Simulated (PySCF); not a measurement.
**(Cl)3Zr-NH-SiH3: geometry, NMR shifts and electronic excitations**

What NMR shifts and electronic excitations should (Cl)3Zr-NH-SiH3 show?

The runs use PySCF 2.14.0, with density-fitted response routines of our own; the level of theory stands in each step. All values are computed, except where a source is named. Atoms count from 0, in the outputs and in this text.

## Step 1: Starting geometry

10 atoms, charge 0, multiplicity 1; geometry from: GFN2-xTB. The atoms were then displaced at random by about 0.03 Å, so the start is not that level's minimum.

Bonds of the start (Å): Zr0–Cl1 2.19, Zr0–Cl2 2.30, Zr0–Cl3 2.21, Zr0–N4 2.08, N4–Si5 1.69, N4–H6 1.00, Si5–H7 1.49, Si5–H8 1.55, Si5–H9 1.49.

## Step 2: Relaxing the molecule at PBE0-D3(BJ)/def2-SVP

The job: settings as JSON, then the geometry in Å.

```
{"job": {"xc": "PBE0", "basis": "def2-SVP", "d3": "d3bj", "grid": 1, "maxiter": 40, "shake": 0.03, "kind": "geom"}, "charge": 0, "multiplicity": 1}
Zr     1.068170     0.618390     0.830100
Cl     2.826360    -0.388800     0.007720
Cl     1.702140     2.784100     1.260330
Cl     0.656830    -0.210630     2.838190
N     -0.556570     0.662590    -0.460740
Si    -1.066770    -0.895700    -0.862860
H     -1.037020     1.458520    -0.835580
H     -0.888680    -1.150800    -2.318190
H     -0.115130    -1.769950    -0.002430
H     -2.464690    -1.184460    -0.452120
```

Launch:

```
$ OMP_NUM_THREADS=1 python probes_run.py task.json out
```

This one command runs all jobs of the session in turn.

Standard output:

```text
step   0  E = -1773.37929645  max force = 0.052812
step   1  E = -1773.39899031  max force = 0.011418
step   2  E = -1773.40007109  max force = 0.006755
step   3  E = -1773.40067767  max force = 0.003364
step   4  E = -1773.40085355  max force = 0.002555
step   5  E = -1773.40109559  max force = 0.001863
step   6  E = -1773.40130390  max force = 0.002934
step   7  E = -1773.40149701  max force = 0.003341
step   8  E = -1773.40158246  max force = 0.002172
step   9  E = -1773.40163426  max force = 0.000822
step  10  E = -1773.40167843  max force = 0.000987
step  11  E = -1773.40172135  max force = 0.000639
step  12  E = -1773.40173681  max force = 0.000384
step  13  E = -1773.40174325  max force = 0.000397
optimisation converged
```

Wall time 4 min (1 thread of Arm Neoverse N1, shared host); peak memory 0.62 GiB.

Relaxation path:

| step | energy from step 0 (eV) | largest force component (eV/Å) |
| --- | --- | --- |
| 0 | 0.0000 | 2.7157 |
| 1 | -0.5359 | 0.5871 |
| 2 | -0.5653 | 0.3474 |
| 3 | -0.5818 | 0.1730 |
| 4 | -0.5866 | 0.1314 |
| 5 | -0.5932 | 0.0958 |
| 6 | -0.5989 | 0.1509 |
| 7 | -0.6041 | 0.1718 |
| 8 | -0.6064 | 0.1117 |
| 9 | -0.6078 | 0.0423 |
| 10 | -0.6090 | 0.0508 |
| 11 | -0.6102 | 0.0329 |
| 12 | -0.6106 | 0.0197 |
| 13 | -0.6108 | 0.0204 |

Distances of close pairs at the start and the end, largest changes first:

| bond | before (Å) | after (Å) | change (Å) |
| --- | --- | --- | --- |
| Zr0–Si5 | 3.117 | 3.309 | +0.192 |
| Zr0–Cl1 | 2.187 | 2.341 | +0.154 |
| Zr0–Cl3 | 2.211 | 2.342 | +0.131 |
| Zr0–N4 | 2.076 | 1.995 | -0.080 |
| N4–Si5 | 1.688 | 1.759 | +0.071 |
| Si5–H8 | 1.553 | 1.493 | -0.059 |
| Zr0–Cl2 | 2.297 | 2.339 | +0.042 |
| N4–H6 | 1.002 | 1.022 | +0.019 |

The next job starts from the end point, and lists it.

| at the end point | value |
| --- | --- |
| point group (found at 0.08 Å tolerance) | C1 |
| rotational constants (GHz, main isotopes) | 1.031, 0.704, 0.687 |
| dipole moment (D) | 2.79 |

## Step 3: NMR shieldings: PBE0/def2-TZVP+pcSseg-1

The job: settings as JSON, then the geometry in Å.

```
{"job": {"kind": "nmr", "xc": "PBE0", "basis": {"default": "pcSseg-1", "Zr": "def2-TZVP"}}, "charge": 0, "multiplicity": 1}
Zr     1.120204     0.789800     0.890084
Cl     2.944667    -0.212093    -0.180738
Cl     1.410020     3.088732     1.207841
Cl     0.720365    -0.376947     2.880878
N     -0.470917     0.570293    -0.293355
Si    -1.050116    -0.991126    -0.860904
H     -0.980869     1.386383    -0.636333
H     -0.929608    -1.113612    -2.343815
H     -0.169151    -1.998747    -0.199027
H     -2.469955    -1.219422    -0.460211
```

Level: GIAO PBE0/pcSseg-1 Zr:def2-TZVP NMR shielding, scalar relativity only through core potentials, gas phase.

Standard output:

```text
coarse grid: 48576 points
cycle   1  E = -1772.9946358256  dE = -4.435e+00  |g| = 1.883e+00  |ddm| = 5.005e+00
cycle   2  E = -1772.4071779764  dE =  5.875e-01  |g| = 2.190e+00  |ddm| = 4.202e+00
cycle   3  E = -1773.8586552634  dE = -1.451e+00  |g| = 3.597e-01  |ddm| = 3.001e+00
cycle   4  E = -1773.8505710516  dE =  8.084e-03  |g| = 4.028e-01  |ddm| = 5.423e-01
cycle   5  E = -1773.8870814854  dE = -3.651e-02  |g| = 7.423e-02  |ddm| = 3.038e-01
cycle   6  E = -1773.8882882658  dE = -1.207e-03  |g| = 7.352e-03  |ddm| = 5.996e-02
cycle   7  E = -1773.8882982632  dE = -9.997e-06  |g| = 3.499e-03  |ddm| = 9.750e-03
cycle   8  E = -1773.8883012983  dE = -3.035e-06  |g| = 8.464e-04  |ddm| = 3.950e-03
final grid: 94048 points
cycle   9  E = -1773.8881367836  dE = -2.014e-08  |g| = 1.042e-03  |ddm| = 2.248e-03
cycle  10  E = -1773.8881364818  dE =  3.018e-07  |g| = 1.494e-03  |ddm| = 2.468e-03
cycle  11  E = -1773.8881370570  dE = -5.752e-07  |g| = 2.834e-04  |ddm| = 1.473e-03
cycle  12  E = -1773.8881370766  dE = -1.959e-08  |g| = 2.605e-05  |ddm| = 2.338e-04
cycle  13  E = -1773.8881370768  dE = -1.673e-10  |g| = 4.815e-06  |ddm| = 2.828e-05
converged SCF energy = -1773.8881370768

GIAO shielding tensors (ppm)
atom      isotropic    diamagn.    paramagn.     s11        s22        s33       span
  0 Zr         nan         nan         nan        nan        nan        nan        nan
  1 Cl     444.653    1149.386    -704.733     81.815    292.220    959.924    878.109
  2 Cl     411.412    1149.378    -737.966     99.215    122.614   1012.407    913.192
  3 Cl     445.648    1149.364    -703.716     80.346    295.907    960.690    880.345
  4 N       68.378     325.911    -257.533   -182.013    135.247    251.900    433.913
  5 Si     411.726     878.673    -466.947    358.720    417.997    458.462     99.743
  6 H       25.106      30.916      -5.810     21.911     24.075     29.331      7.420
  7 H       26.502      28.044      -1.542     23.319     24.809     31.379      8.060
  8 H       26.092      29.346      -3.254     24.093     25.834     28.349      4.256
  9 H       26.513      27.982      -1.469     23.310     24.788     31.441      8.131
```

Wall time 50 s (1 thread of Arm Neoverse N1, shared host); peak memory 1 GiB.

The references, computed at this level on geometries of the same kind, shield at (ppm): ¹H TMS 31.27, ²⁹Si TMS 352.0, ¹⁵N NH3 265.7, ³⁵Cl HCl 943. Their shielding less the atom's gives the shift. The references are single molecules in the gas phase, so shifts against H2O, NH3, PH3, H3PO4 or CFCl3 are not on the usual liquid scales and can be off by tens of ppm. Atoms listed in one row are averaged.

| atoms | environment | σ (ppm) | δ (ppm) |
| --- | --- | --- | --- |
| H6 | hydrogen on a nitrogen bonded to Si, Zr | 25.11 | 6.16 |
| H7, H8, H9 |  | 26.37 | 4.90 |
| Cl1, Cl2, Cl3 | chlorine bonded to Zr | 434 | 509 |
| N4 | nitrogen bonded to Si, Zr, H | 68.4 | 197.3 |
| Si5 |  | 411.7 | -59.7 |

Atoms past Kr carry core potentials, so their printed shieldings have no meaning and are left out of the table.

Charges from the same density, by scheme (e):

| atoms | Mulliken | ESP fit |
| --- | --- | --- |
| Zr0 | 1.16 | 0.83 |
| Cl1, Cl2, Cl3 | -0.32 | -0.23 |
| N4 | -0.83 | -0.74 |
| Si5 | 0.60 | 0.49 |

Mayer bond orders: Zr0–Cl1 1.10, Zr0–Cl2 1.11, Zr0–Cl3 1.10, Zr0–N4 1.11, N4–Si5 0.88.

With diffuse functions Mulliken charges and Mayer bond orders lose their meaning; the other schemes are steadier.

Orbitals, density, ELF and potential are computed afterwards from the orbital file.

Frontier orbitals at PBE0/def2-TZVP+pcSseg-1, with the share of their density that lies nearest to each atom:

| orbital | energy (eV) | lies on |
| --- | --- | --- |
| HOMO | -8.49 | N4 52 %; H7, H9 about 10 % each; Cl1, Cl3 about 8 % each |
| LUMO | -2.31 | Zr0 70 %; Cl2, Cl3 about 7 % each; Cl1 6 % |

ELF in a plane through or near 6 of the atoms.

Values, 10 rows by 14 columns:
```
0.00 0.00 0.00 0.00 0.00 0.00 0.00 0.00 0.00 0.00 0.00 0.00 0.00 0.00
0.00 0.00 0.00 0.00 0.00 0.00 0.00 0.00 0.00 0.00 0.00 0.00 0.00 0.00
0.00 0.00 0.00 0.00 0.02 0.03 0.01 0.03 0.99 0.97 0.06 0.00 0.00 0.00
0.00 0.00 0.00 0.02 0.06 0.06 0.03 0.15 1.00 1.00 0.18 0.00 0.00 0.00
0.00 0.00 0.01 0.01 0.63 0.87 0.10 0.08 0.75 0.22 0.15 0.02 0.00 0.00
0.00 0.12 0.56 0.65 0.51 0.72 0.49 0.67 0.38 0.53 0.43 0.06 0.00 0.00
0.00 0.37 0.87 0.34 0.76 0.05 0.67 0.51 0.57 0.19 0.21 0.02 0.00 0.00
0.00 0.28 0.86 0.33 0.83 0.09 0.54 0.99 0.58 0.01 0.01 0.00 0.00 0.00
0.00 0.02 0.27 0.52 0.38 0.02 0.00 0.20 0.01 0.00 0.00 0.00 0.00 0.00
0.00 0.00 0.00 0.01 0.00 0.00 0.00 0.00 0.00 0.00 0.00 0.00 0.00 0.00
```
The map spans 11.7 Å across and 8.8 Å up, centred on the molecule. Atoms in the plane (x, y in Å): Zr0 (-1.6, 0.1), Cl2 (-3.3, -1.6), N4 (0.1, -0.8), Si5 (1.7, 0.1), H6 (0.2, -1.8), H8 (1.3, 1.5).

log10 of the density (e/Å³) in the same plane.

Values, 10 rows by 14 columns:
```
-4.0 -4.0 -4.0 -4.0 -4.0 -4.0 -4.0 -4.0 -4.0 -4.0 -4.0 -3.9 -4.0 -4.0
-4.0 -4.0 -4.0 -3.8 -3.1 -3.0 -3.4 -3.4 -3.1 -3.2 -3.7 -4.0 -4.0 -4.0
-4.0 -4.0 -3.7 -2.5 -1.8 -1.7 -2.1 -2.1 -1.4 -1.6 -2.5 -3.6 -4.0 -4.0
-4.0 -4.0 -3.1 -2.0 -1.2 -1.1 -1.5 -1.4 -0.1 -0.5 -1.7 -2.9 -4.0 -4.0
-4.0 -3.4 -2.4 -1.6 -0.1  0.5 -0.8 -1.1 -0.3 -0.2 -1.1 -2.2 -3.3 -4.0
-3.6 -2.1 -1.1 -0.6  0.1  0.6  0.0  0.3 -0.1  0.8 -0.7 -1.9 -3.1 -4.0
-3.1 -1.6 -0.2  0.9 -0.1 -0.9 -0.2  0.5 -0.3 -1.0 -1.4 -2.3 -3.3 -4.0
-3.2 -1.7 -0.3  0.4 -0.3 -1.5 -1.0 -0.1 -1.1 -2.2 -2.5 -3.1 -4.0 -4.0
-4.0 -2.6 -1.6 -1.2 -1.6 -2.5 -2.7 -2.2 -2.8 -3.7 -3.9 -4.0 -4.0 -4.0
-3.7 -3.4 -3.0 -2.7 -3.0 -3.8 -4.0 -4.0 -4.0 -4.0 -4.0 -4.0 -4.0 -4.0
```
The map spans 11.7 Å across and 8.8 Å up, centred on the molecule. Atoms in the plane (x, y in Å): Zr0 (-1.6, 0.1), Cl2 (-3.3, -1.6), N4 (0.1, -0.8), Si5 (1.7, 0.1), H6 (0.2, -1.8), H8 (1.3, 1.5).

On the surface of density 0.002 e/bohr³ the electrostatic potential runs, from the 1st to the 99th percentile, from -0.40 V near Cl3 to 2.28 V near Zr0.

## Step 4: Ultraviolet spectrum: wB97X-D/def2-SVPD

Same as in step 3 but for these lines:

```diff
@@ -1,2 +1,2 @@
-{"job": {"kind": "nmr", "xc": "PBE0", "basis": {"default": "pcSseg-1", "Zr": "def2-TZVP"}}, "charge": 0, "multiplicity": 1}
+{"job": {"kind": "uv", "xc": "wB97X-D", "basis": "def2-SVPD", "ip": true, "nstates": 10}, "charge": 0, "multiplicity": 1}
 Zr     1.120204     0.789800     0.890084
```

Level: TDDFT wB97X-D/def2-SVPD, vertical, gas phase, core orbitals frozen in the response.

Standard output:

```text
coarse grid: 48576 points
cycle   1  E = -1773.7737438193  dE = -5.989e+00  |g| = 9.536e-01  |ddm| = 5.548e+00
cycle   2  E = -1773.8122337144  dE = -3.849e-02  |g| = 8.763e-01  |ddm| = 2.698e+00
cycle   3  E = -1774.0401773092  dE = -2.279e-01  |g| = 1.116e-01  |ddm| = 1.308e+00
cycle   4  E = -1774.0435060639  dE = -3.329e-03  |g| = 3.924e-02  |ddm| = 2.079e-01
cycle   5  E = -1774.0439643827  dE = -4.583e-04  |g| = 8.662e-03  |ddm| = 6.211e-02
cycle   6  E = -1774.0439890215  dE = -2.464e-05  |g| = 4.833e-03  |ddm| = 1.770e-02
cycle   7  E = -1774.0439967116  dE = -7.690e-06  |g| = 1.790e-03  |ddm| = 7.265e-03
final grid: 94048 points
cycle   8  E = -1774.0471093160  dE = -6.573e-05  |g| = 3.189e-03  |ddm| = 7.954e-02
cycle   9  E = -1774.0471091035  dE =  2.125e-07  |g| = 3.397e-03  |ddm| = 8.519e-03
cycle  10  E = -1774.0471118465  dE = -2.743e-06  |g| = 5.859e-04  |ddm| = 3.874e-03
cycle  11  E = -1774.0471119415  dE = -9.502e-08  |g| = 1.442e-04  |ddm| = 1.239e-03
cycle  12  E = -1774.0471119496  dE = -8.123e-09  |g| = 5.304e-05  |ddm| = 3.530e-04
cycle  13  E = -1774.0471119508  dE = -1.207e-09  |g| = 2.547e-05  |ddm| = 9.818e-05
cycle  14  E = -1774.0471119512  dE = -3.888e-10  |g| = 6.676e-06  |ddm| = 5.975e-05
converged SCF energy = -1774.0471119512

Static polarisability (au): isotropic 116.297, principal 109.959 110.590 128.343

Singlet excitations
state   eV       nm        f      main configurations
  1   4.9570    250.1   0.00173   H->L 0.92
  2   5.4992    225.5   0.02743   H->L+1 0.93
  3   5.7010    217.5   0.00137   H->L+2 0.90
  4   6.0178    206.0   0.01249   H-1->L 0.84
  5   6.1464    201.7   0.00704   H-2->L 0.79, H-1->L+1 0.10
  6   6.2406    198.7   0.01502   H-1->L+1 0.75, H-2->L 0.10, H-4->L 0.08
  7   6.2983    196.9   0.00132   H-3->L 0.68, H-2->L+1 0.17
  8   6.4337    192.7   0.00572   H-4->L 0.48, H-3->L+1 0.39
  9   6.4672    191.7   0.02388   H->L+4 0.44, H->L+3 0.23, H-4->L+1 0.17
 10   6.4859    191.2   0.07781   H->L+3 0.57, H->L+4 0.14, H-4->L+1 0.10

Triplet excitations (Tamm-Dancoff, eV): 4.8595 5.0268 5.6094 5.7463
Vertical ionisation energy (delta-SCF) = 10.3015 eV
Vertical electron affinity (delta-SCF) = 0.6500 eV
```

It took 5.2 min on 1 thread of Arm Neoverse N1, shared host; peak memory 1.1 GiB.

The orbitals next to the gap, with their largest atomic shares:

| orbital | eV | atoms |
| --- | --- | --- |
| HOMO−3 | -11.56 | Cl3 29 %, Cl1 28 %, Cl2 23 % |
| HOMO−2 | -11.39 | Cl1 32 %, Cl3 31 %, Si5 10 % |
| HOMO−1 | -11.22 | Cl3 40 %, Cl1 40 %, Cl2 18 % |
| HOMO | -10.33 | N4 48 %, Si5 12 %, Cl3 9 % |
| LUMO | -0.56 | Zr0 70 %, Cl2 8 %, Cl1 6 % |
| LUMO+1 | -0.32 | Zr0 69 %, Cl2 12 %, Cl1 7 % |
| LUMO+2 | 0.06 | Zr0 61 %, Cl3 9 %, Cl1 9 % |

With each of the 10 states as a Gaussian band of 0.4 eV half-width at 1/e, the curve within the window shown has maxima at 193 nm (ε 5,200) L/(mol cm). Beyond the last state computed it falls off for lack of states. The curve at chosen wavelengths:

```
 nm  ε (L/mol/cm)
183          2556
187          4049
191          5020
195          5082
199          4386
203          3390
207          2498
211          1894
215          1579
219          1447
223          1375
227          1274
231          1112
236           851
240           639
244           456
248           314
252           213
256           145
260            99
264            68
268            46
272            31
276            21
280            13
284             9
```

Leading natural transition orbitals of singlet state 10: the hole lies on N4 57 %; Cl1, Cl3 about 10 % each; H6, H7 about 6 % each; the particle on Zr0 62 %; N4 10 %; Cl1, Cl3 about 8 % each.

Leading natural transition orbitals of singlet state 1: the hole lies on N4 63 %; H6 7 %; Cl1, Cl3 about 7 % each; the particle on Zr0 70 %; Cl2 8 %; N4 6 %.

Further results of this job:

| property | computed |
| --- | --- |
| dipole moment (D) | 2.79 |
| polarisability (Å³) | 17.23 |
| HOMO–LUMO gap (eV) | 9.77 |
| −ε(HOMO) (eV) | 10.33 |

## Step 5: Shielding tensors: wB97X-D/def2-TZVP+pcSseg-1

Same as in step 4 but for these lines:

```diff
@@ -1,2 +1,2 @@
-{"job": {"kind": "uv", "xc": "wB97X-D", "basis": "def2-SVPD", "ip": true, "nstates": 10}, "charge": 0, "multiplicity": 1}
+{"job": {"kind": "nmr", "xc": "wB97X-D", "basis": {"default": "pcSseg-1", "Zr": "def2-TZVP"}, "pop": false}, "charge": 0, "multiplicity": 1}
 Zr     1.120204     0.789800     0.890084
```

Method: GIAO wB97X-D/pcSseg-1 Zr:def2-TZVP NMR shielding, scalar relativity only through core potentials, gas phase.

Standard output:

```text
coarse grid: 48576 points
cycle   1  E = -1774.2485024092  dE = -5.212e+00  |g| = 1.001e+00  |ddm| = 4.789e+00
cycle   2  E = -1774.3102508541  dE = -6.175e-02  |g| = 8.764e-01  |ddm| = 1.937e+00
cycle   3  E = -1774.5220458117  dE = -2.118e-01  |g| = 1.266e-01  |ddm| = 1.039e+00
cycle   4  E = -1774.5257592471  dE = -3.713e-03  |g| = 4.973e-02  |ddm| = 1.734e-01
cycle   5  E = -1774.5262877875  dE = -5.285e-04  |g| = 6.642e-03  |ddm| = 5.049e-02
cycle   6  E = -1774.5263124533  dE = -2.467e-05  |g| = 2.742e-03  |ddm| = 1.225e-02
cycle   7  E = -1774.5263162991  dE = -3.846e-06  |g| = 1.766e-03  |ddm| = 5.403e-03
final grid: 94048 points
cycle   8  E = -1774.5276765081  dE = -1.517e-04  |g| = 3.597e-03  |ddm| = 5.953e-02
cycle   9  E = -1774.5276775253  dE = -1.017e-06  |g| = 3.263e-03  |ddm| = 6.577e-03
cycle  10  E = -1774.5276795672  dE = -2.042e-06  |g| = 8.395e-04  |ddm| = 2.561e-03
cycle  11  E = -1774.5276797302  dE = -1.631e-07  |g| = 2.297e-04  |ddm| = 8.388e-04
cycle  12  E = -1774.5276797414  dE = -1.123e-08  |g| = 8.037e-05  |ddm| = 3.609e-04
cycle  13  E = -1774.5276797437  dE = -2.220e-09  |g| = 3.115e-05  |ddm| = 1.053e-04
cycle  14  E = -1774.5276797441  dE = -4.729e-10  |g| = 7.118e-06  |ddm| = 6.818e-05
converged SCF energy = -1774.5276797441

GIAO shielding tensors (ppm)
atom      isotropic    diamagn.    paramagn.     s11        s22        s33       span
  0 Zr         nan         nan         nan        nan        nan        nan        nan
  1 Cl     475.009    1149.742    -674.733    117.546    327.861    979.620    862.074
  2 Cl     438.274    1149.667    -711.393    132.778    151.518   1030.525    897.747
  3 Cl     475.933    1149.715    -673.782    116.196    331.108    980.494    864.298
  4 N       72.942     326.810    -253.868   -175.531    138.580    255.778    431.309
  5 Si     411.886     878.505    -466.619    360.009    417.936    457.713     97.704
  6 H       25.289      31.010      -5.721     21.995     24.205     29.667      7.672
  7 H       26.717      28.189      -1.472     23.542     25.008     31.602      8.061
  8 H       26.293      29.590      -3.297     24.241     26.108     28.530      4.289
  9 H       26.730      28.121      -1.391     23.536     24.985     31.670      8.135
```

Run time: 45 s. Hardware: 1 thread of Arm Neoverse N1, shared host; peak memory 1.2 GiB.

This run: δ Cl1 476, N4 191.0, Si5 -59.0, H6 6.09, H7 4.80 ppm (means over like atoms).

## Step 6: Side by side: NMR shifts

Shifts (ppm), means over like atoms, with basis size and wall time:

| run | H6 | H7 | Cl1 | N4 | Si5 | functions | time |
| --- | --- | --- | --- | --- | --- | --- | --- |
| PBE0/def2-TZVP+pcSseg-1 | 6.16 | 4.90 | 509 | 197.3 | -59.7 | 173 | 50 s |
| wB97X-D/def2-TZVP+pcSseg-1 | 6.09 | 4.80 | 476 | 191.0 | -59.0 | 173 | 45 s |

## Step 7: Summary of results

| quantity | value |
| --- | --- |
| point group | C1 |
| rotational constants (main isotopes) | 1.03, 0.70, 0.69 GHz |
| ¹H shifts against TMS (PBE0/def2-TZVP+pcSseg-1, means over atoms taken as alike) | 6.16, 4.90 ppm |
| ³⁵Cl shifts against HCl (PBE0/def2-TZVP+pcSseg-1, means over atoms taken as alike) | 509 ppm |
| ¹⁵N shifts against NH3 (PBE0/def2-TZVP+pcSseg-1) | 197.3 ppm |
| ²⁹Si shifts against TMS (PBE0/def2-TZVP+pcSseg-1) | -59.7 ppm |
| surface potential, 1st and 99th percentile | -0.40 V and 2.28 V |
| lowest singlet (wB97X-D/def2-SVPD) | 4.96 eV (250 nm), f = 0.002 |
| brightest single state of those computed | state 10, 6.49 eV, f = 0.078 |
| lowest triplet | 4.86 eV |
| vertical ionisation energy (ΔSCF) | 10.30 eV |
| vertical electron affinity (ΔSCF) | 0.65 eV |
| range of the shift of Cl1 | 476 to 509 ppm |

What this shows: The start was shaken at random, so part of the energy gained undoes that. Relaxing lowered the energy by 0.611 eV in 13 steps; the close pair that moved most is Zr0–Si5, from 3.117 to 3.309 Å. At PBE0/def2-TZVP+pcSseg-1: The widest tensor belongs to Cl1, Cl2, Cl3: span 891 ppm, with a paramagnetic part of -715 ppm. By nearest atom (PBE0/def2-TZVP+pcSseg-1), the HOMO sits on N4 52 %; H7, H9 about 10 % each and the LUMO on Zr0 70 %; Cl2, Cl3 about 7 % each. The first singlet state (HOMO→LUMO 0.92) lies at 4.96 eV and is weak; of the 10 states computed, the strongest absorption comes from states 9 to 10 together at 6.49 eV (the last computed, so partners may be missing). The lowest triplet lies 0.10 eV below the lowest singlet (triplets in Tamm-Dancoff, singlets in full TDDFT). ΔSCF puts the ionisation energy at 10.30 eV, 0.02 eV below −ε(HOMO). Across the 2 runs the shift of Cl1 (with its like atoms) moves most, between 476 (wB97X-D/def2-TZVP+pcSseg-1) and 509 ppm (PBE0/def2-TZVP+pcSseg-1). Spin-orbit coupling is left out, which matters for shieldings and couplings at and beside the heavy atoms.
